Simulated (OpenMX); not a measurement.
The system is MnSb.

```
Sb Mn
1.0
     4.15000    0.00000    0.00000
    -2.07500    3.59401    0.00000
     0.00000    0.00000    5.78000
Sb Mn
2 2
Direct
  0.66667 0.33333 0.75000
  0.33333 0.66667 0.25000
  0.00000 0.00000 0.50000
  0.00000 0.00000 0.00000
```

Base run:

```yaml
Program: OpenMX 3.8.5
Functional: PBE
Potentials_or_basis: OpenMX 2013 PBE set, Sb7.0-s3p2d2, Mn6.0-s3p2d2, grid cutoff 500 Ry
k_mesh: 5 × 5 × 5
Occupations: fermi-dirac, width 0.05 eV
Spin: collinear spin, ferromagnetic start
Starting_moments: "[0.0, 0.0, 4.0, 4.0] μB"
Hubbard_terms: Mn U = 6 eV
```

Its results: net moment 8.32 μB per cell; site moments Sb -0.73; Mn +4.89 μB; largest force 0.006 eV/Å.

Problem. The run is repeated on the same cell with these changes: hubbard terms from Mn U = 6 eV to Mn U = 4 eV. What comes out?

Solution. Net moment 8.09 μB per cell; site moments Sb -0.62; Mn +4.66 μB; largest force 0.006 eV/Å.

Caveats: U acts on the first radial function of the shell alone, so its value doesn't carry over to other programs; only a ferromagnetic start was run, and an antiferromagnetic order may lie lower in energy; the U is typed as a test and isn't derived for this compound.
